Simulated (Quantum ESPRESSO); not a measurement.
# BiSbSe (P-6m2) in Quantum ESPRESSO: reference runs

Reference runs on BiSbSe: the cell as given.

Program: Quantum ESPRESSO 7.5. These are calculated values, not measurements. Logs are shortened: lines on timing, memory, paths and dates and some standing lists are left out, and cuts for length are marked.

### Step 1. Starting point

The structure is hexagonal, space group P-6m2 (No. 187). Conventional cell: a = 4.817 Å, b = 4.817 Å, c = 4.702 Å, α = 90.00°, β = 90.00°, γ = 120.00°. Sb (site symmetry -6m2) is surrounded by 3 Se at 2.78 Å. Bi (site symmetry -6m2) is surrounded by 6 Sb at 3.64 Å and 6 Se at 3.64 Å. Se (site symmetry -6m2) is surrounded by 3 Sb at 2.78 Å.

The cell was built by a generator and needn't be a form met in nature.

### Step 2. Single point, PBE

pw.in reads:

```
&CONTROL
  calculation = 'scf'
  prefix = 'pwscf'
  outdir = './tmp'
  pseudo_dir = './pseudo'
  tprnfor = .true.
  tstress = .true.
  disk_io = 'nowf'
/
&SYSTEM
  ibrav = 0
  nat = 3
  ntyp = 3
  ecutwfc = 55
  ecutrho = 440
  nbnd = 26
  occupations = 'smearing'
  smearing = 'fd'
  degauss = 0.00367493
/
&ELECTRONS
  conv_thr = 6d-10
  electron_maxstep = 120
  mixing_beta = 0.5
/
ATOMIC_SPECIES
Sb   121.7600 sb_pbe_v1.4.uspp.F.UPF
Bi   208.9804 Bi_pbe_v1.uspp.F.UPF
Se    78.9710 Se_pbe_v1.uspp.F.UPF
CELL_PARAMETERS angstrom
   4.8166155100    0.0000000000    0.0000000000
  -2.4083077600    4.1713113900    0.0000000000
   0.0000000000    0.0000000000    4.7024033100
ATOMIC_POSITIONS crystal
Sb     0.6666666700    0.3333333300    0.5000000000
Bi     0.0000000000    0.0000000000    0.0000000000
Se     0.3333333300    0.6666666700    0.5000000000
K_POINTS automatic
7 7 6 0 0 0
```

Potentials or basis: SSSP 1.3 efficiency PBE.

Run with:

```console
OMP_NUM_THREADS=1 pw.x -in pw.in > pw.out
```

pw.out:

```text
This program is part of the open-source Quantum ESPRESSO suite
     for quantum simulation of materials; please cite
         "P. Giannozzi et al., J. Phys.:Condens. Matter 21 395502 (2009);
         "P. Giannozzi et al., J. Phys.:Condens. Matter 29 465901 (2017);
         "P. Giannozzi et al., J. Chem. Phys. 152 154105 (2020);
     in publications or presentations arising from this work. More details at

     Message from routine setup:
     using ibrav=0 with symmetry is DISCOURAGED, use correct ibrav instead

     G-vector sticks info
     --------------------
     sticks:   dense  smooth     PW     G-vecs:    dense   smooth      PW
     Sum        2527    1261    361                99545    35153    5423

     Using Slab Decomposition

     bravais-lattice index     =            0
     lattice parameter (alat)  =       9.1021  a.u.
     unit-cell volume          =     637.5747 (a.u.)^3
     number of atoms/cell      =            3
     number of atomic types    =            3
     number of electrons       =        36.00
     number of Kohn-Sham states=           26
     kinetic-energy cutoff     =      55.0000  Ry
     charge density cutoff     =     440.0000  Ry
     scf convergence threshold =      6.0E-10
     mixing beta               =       0.5000
     number of iterations used =            8  plain     mixing
     Exchange-correlation= SLA  PW   PBE  PBE
                           (   1   4   3   4   0   0   0)

     celldm(1)=   9.102084  celldm(2)=   0.000000  celldm(3)=   0.000000
     celldm(4)=   0.000000  celldm(5)=   0.000000  celldm(6)=   0.000000

     crystal axes: (cart. coord. in units of alat)
               a(1) = (   1.000000   0.000000   0.000000 )
               a(2) = (  -0.500000   0.866025   0.000000 )
               a(3) = (   0.000000   0.000000   0.976288 )

     reciprocal axes: (cart. coord. in units 2 pi/alat)
               b(1) = (  1.000000  0.577350 -0.000000 )
               b(2) = (  0.000000  1.154701  0.000000 )
               b(3) = (  0.000000 -0.000000  1.024288 )

     PseudoPot. # 1 for Sb read from file:
     sb_pbe_v1.4.uspp.F.UPF
     Pseudo is Ultrasoft + core correction, Zval = 15.0
     Generated by new atomic code, or converted to UPF format
     Using radial grid of  891 points,  6 beta functions with:
                l(1) =   0
                l(2) =   0
                l(3) =   1
                l(4) =   1
                l(5) =   2
                l(6) =   2
     Q(r) pseudized with  8 coefficients,  rinner =    1.350   1.350   1.350
                                                       1.350   1.350

     PseudoPot. # 2 for Bi read from file:
     Bi_pbe_v1.uspp.F.UPF
     Pseudo is Ultrasoft + core correction, Zval = 15.0
     Generated by new atomic code, or converted to UPF format
     Using radial grid of  899 points,  6 beta functions with:
                l(1) =   0
                l(2) =   0
                l(3) =   1
                l(4) =   1
                l(5) =   2
                l(6) =   2
     Q(r) pseudized with  6 coefficients,  rinner =    1.000   1.000   1.000
                                                       1.000   1.000

     PseudoPot. # 3 for Se read from file:
     Se_pbe_v1.uspp.F.UPF
     Pseudo is Ultrasoft + core correction, Zval =  6.0
     Generated by new atomic code, or converted to UPF format
     Using radial grid of  877 points,  6 beta functions with:
                l(1) =   0
                l(2) =   0
                l(3) =   1
                l(4) =   1
                l(5) =   2
                l(6) =   2
     Q(r) pseudized with  8 coefficients,  rinner =    1.300   1.300   1.300
                                                       1.300   1.300

     atomic species   valence    mass     pseudopotential
     Sb               15.00   121.76000     Sb( 1.00)
     Bi               15.00   208.98040     Bi( 1.00)
     Se                6.00    78.97100     Se( 1.00)

     12 Sym. Ops. (no inversion) found

   Cartesian axes

     site n.     atom                  positions (alat units)
         1        Sb     tau(   1) = (   0.5000000   0.2886751   0.4881439  )
         2        Bi     tau(   2) = (   0.0000000   0.0000000   0.0000000  )
         3        Se     tau(   3) = (  -0.0000000   0.5773503   0.4881439  )

     number of k points=    32  Fermi-Dirac smearing, width (Ry)=  0.0037
                       cart. coord. in units 2pi/alat
        k(    1) = (   0.0000000   0.0000000   0.0000000), wk =   0.0068027
        k(    2) = (   0.0000000   0.0000000   0.1707147), wk =   0.0136054
        k(    3) = (   0.0000000   0.0000000   0.3414293), wk =   0.0136054
        k(    4) = (   0.0000000   0.0000000  -0.5121440), wk =   0.0068027
        k(    5) = (   0.0000000   0.1649572   0.0000000), wk =   0.0408163
        k(    6) = (   0.0000000   0.1649572   0.1707147), wk =   0.0816327
[... 24 lines left out ...]
        k(   31) = (   0.2857143   0.4948717   0.3414293), wk =   0.0816327
        k(   32) = (   0.2857143   0.4948717  -0.5121440), wk =   0.0408163

     Dense  grid:    99545 G-vectors     FFT dimensions: (  64,  64,  60)

     Smooth grid:    35153 G-vectors     FFT dimensions: (  45,  45,  45)

     Check: negative core charge=   -0.000001

     Initial potential from superposition of free atoms

     starting charge      33.9999, renormalised to      36.0000

     negative rho (up, down):  4.386E-02 0.000E+00
     Starting wfcs are   22 randomized atomic wfcs +    4 random wfcs

     Self-consistent Calculation

     iteration #  1     ecut=    55.00 Ry     beta= 0.50
     Davidson diagonalization with overlap
     ethr =  1.00E-02,  avg # of iterations =  7.7

     negative rho (up, down):  4.102E-02 0.000E+00

     total energy              =    -413.43362012 Ry
     estimated scf accuracy    <       1.38555046 Ry

     iteration #  2     ecut=    55.00 Ry     beta= 0.50
     Davidson diagonalization with overlap
     ethr =  3.85E-03,  avg # of iterations =  2.1

     negative rho (up, down):  4.178E-02 0.000E+00

     total energy              =    -413.68448401 Ry
     estimated scf accuracy    <       0.19158258 Ry

     iteration #  3     ecut=    55.00 Ry     beta= 0.50
     Davidson diagonalization with overlap
     ethr =  5.32E-04,  avg # of iterations =  2.5

     negative rho (up, down):  4.173E-02 0.000E+00

     total energy              =    -413.72991784 Ry
     estimated scf accuracy    <       0.05962125 Ry

     iteration #  4     ecut=    55.00 Ry     beta= 0.50
     Davidson diagonalization with overlap
     ethr =  1.66E-04,  avg # of iterations =  2.2

     negative rho (up, down):  4.206E-02 0.000E+00

     total energy              =    -413.74067332 Ry
     estimated scf accuracy    <       0.00460686 Ry

     iteration #  5     ecut=    55.00 Ry     beta= 0.50
     Davidson diagonalization with overlap
     c_bands:  1 eigenvalues not converged
     ethr =  1.28E-05,  avg # of iterations =  6.2

     negative rho (up, down):  4.225E-02 0.000E+00

     total energy              =    -413.74141741 Ry
     estimated scf accuracy    <       0.00038528 Ry

     iteration #  6     ecut=    55.00 Ry     beta= 0.50
     Davidson diagonalization with overlap
     ethr =  1.07E-06,  avg # of iterations =  2.9

     negative rho (up, down):  4.225E-02 0.000E+00

     total energy              =    -413.74146556 Ry
     estimated scf accuracy    <       0.00000811 Ry

     iteration #  7     ecut=    55.00 Ry     beta= 0.50
     Davidson diagonalization with overlap
     ethr =  2.25E-08,  avg # of iterations =  7.0

     negative rho (up, down):  4.224E-02 0.000E+00

     total energy              =    -413.74147881 Ry
     estimated scf accuracy    <       0.00000066 Ry

     iteration #  8     ecut=    55.00 Ry     beta= 0.50
     Davidson diagonalization with overlap
     ethr =  1.83E-09,  avg # of iterations =  3.4

     negative rho (up, down):  4.224E-02 0.000E+00

     total energy              =    -413.74147898 Ry
     estimated scf accuracy    <       0.00000003 Ry

     iteration #  9     ecut=    55.00 Ry     beta= 0.50
     Davidson diagonalization with overlap
     ethr =  7.93E-11,  avg # of iterations =  4.3

     negative rho (up, down):  4.224E-02 0.000E+00

     total energy              =    -413.74147899 Ry
     estimated scf accuracy    <          1.5E-09 Ry

     iteration # 10     ecut=    55.00 Ry     beta= 0.50
     Davidson diagonalization with overlap
     ethr =  4.31E-12,  avg # of iterations =  4.6

     negative rho (up, down):  4.224E-02 0.000E+00

     End of self-consistent calculation

          k = 0.0000 0.0000 0.0000 (  4389 PWs)   bands (ev):

   -21.1400 -21.1400 -21.0745 -21.0745 -21.0636 -14.6093 -14.6093 -14.6059
   -14.6031 -14.6031  -5.9006  -1.9814   1.0327   4.2856   4.2856   4.4291
     6.9341   6.9341   9.1283  11.2337  11.3495  11.5598  11.5598  15.0916
    15.9230  15.9231

          k = 0.0000 0.0000 0.1707 (  4377 PWs)   bands (ev):

   -21.1400 -21.1400 -21.0745 -21.0745 -21.0634 -14.6092 -14.6092 -14.6045
   -14.6035 -14.6035  -5.8416  -2.0834   0.9315   4.3085   4.3085   4.6568
     7.1239   7.1239   8.8393  10.3800  10.9364  10.9364  11.9596  14.6624
    14.6624  16.2124

          k = 0.0000 0.0000 0.3414 (  4413 PWs)   bands (ev):

   -21.1400 -21.1400 -21.0747 -21.0747 -21.0628 -14.6090 -14.6090 -14.6044
   -14.6044 -14.6018  -5.7129  -2.3073   0.7774   4.3554   4.3554   5.1613
     7.6832   7.6832   8.2979   9.1919   9.7345   9.7345  13.5725  13.6960
    13.6960  17.8509

          k = 0.0000 0.0000-0.5121 (  4400 PWs)   bands (ev):

   -21.1400 -21.1400 -21.0747 -21.0747 -21.0625 -14.6089 -14.6089 -14.6048
   -14.6048 -14.6004  -5.6419  -2.4297   0.7190   4.3794   4.3794   5.4797
     7.9644   8.5448   8.5448   8.6148   8.6148   8.7239  13.3604  13.3604
    15.8125  15.9903

          k = 0.0000 0.1650 0.0000 (  4387 PWs)   bands (ev):
[... 174 lines left out ...]
          k = 0.2857 0.4949 0.1707 (  4409 PWs)   bands (ev):

   -21.1404 -21.1384 -21.0749 -21.0747 -21.0617 -14.6079 -14.6066 -14.6053
   -14.6046 -14.6024  -5.0714  -2.2841  -1.4127   3.3339   5.3633   6.4232
     6.8975   7.5623   8.5498   9.5734  10.0922  12.6952  13.8282  15.2480
    15.2807  16.7378

          k = 0.2857 0.4949 0.3414 (  4396 PWs)   bands (ev):

   -21.1403 -21.1384 -21.0750 -21.0749 -21.0612 -14.6078 -14.6066 -14.6064
   -14.6058 -14.5997  -5.0299  -2.1113  -1.3360   2.8029   4.6518   5.5422
     7.0740   7.7769   9.0790   9.9506  10.6961  12.9624  14.7424  15.2496
    16.0836  16.7623

          k = 0.2857 0.4949-0.5121 (  4342 PWs)   bands (ev):

   -21.1403 -21.1384 -21.0751 -21.0750 -21.0609 -14.6077 -14.6072 -14.6064
   -14.6064 -14.5982  -5.0088  -2.0094  -1.3047   2.5634   4.3578   5.2042
     7.1598   7.9317   9.4849   9.5934  10.9941  13.0893  14.5670  16.4782
    17.3609  17.4699

     the Fermi energy is     8.3243 ev

!    total energy              =    -413.74147899 Ry
     estimated scf accuracy    <          8.0E-11 Ry
     smearing contrib. (-TS)   =      -0.00169024 Ry
     internal energy E=F+TS    =    -413.73978875 Ry

     The total energy is F=E-TS. E is the sum of the following terms:
     one-electron contribution =    -147.61673138 Ry
     hartree contribution      =      92.76308873 Ry
     xc contribution           =    -138.18536649 Ry
     ewald contribution        =    -220.70077961 Ry

     convergence has been achieved in  10 iterations

     negative rho (up, down):  4.224E-02 0.000E+00

     Forces acting on atoms (cartesian axes, Ry/au):

     atom    1 type  1   force =     0.00000000    0.00000000    0.00000000
     atom    2 type  2   force =     0.00000000    0.00000000    0.00000000
     atom    3 type  3   force =     0.00000000    0.00000000    0.00000000

     Total force =     0.000000     Total SCF correction =     0.000000

     Computing stress (Cartesian axis) and pressure

     negative rho (up, down):  4.224E-02 0.000E+00
          total   stress  (Ry/bohr**3)                   (kbar)     P=      -11.77
   0.00007270   0.00000000   0.00000000           10.69        0.00        0.00
   0.00000000   0.00007270   0.00000000            0.00       10.69        0.00
   0.00000000   0.00000000  -0.00038545            0.00        0.00      -56.70

=------------------------------------------------------------------------------=
   JOB DONE.
=------------------------------------------------------------------------------=
```

Run time: 79 s. Hardware: 1 thread of AMD EPYC 9R14 (Zen 4), shared host; peak memory 0.45 GiB.

Results:

```yaml
Free_energy: -5629.2396 eV
Pressure: -1.2 GPa
Band_gap_on_the_k_mesh: none (metal or under the smearing width)
```

Stress tensor (GPa, compression positive):
```
 1.07  0.00  0.00
 0.00  1.07  0.00
 0.00  0.00 -5.67
```

Caveat: spin-orbit coupling is left out, which moves the levels of the heavy elements.
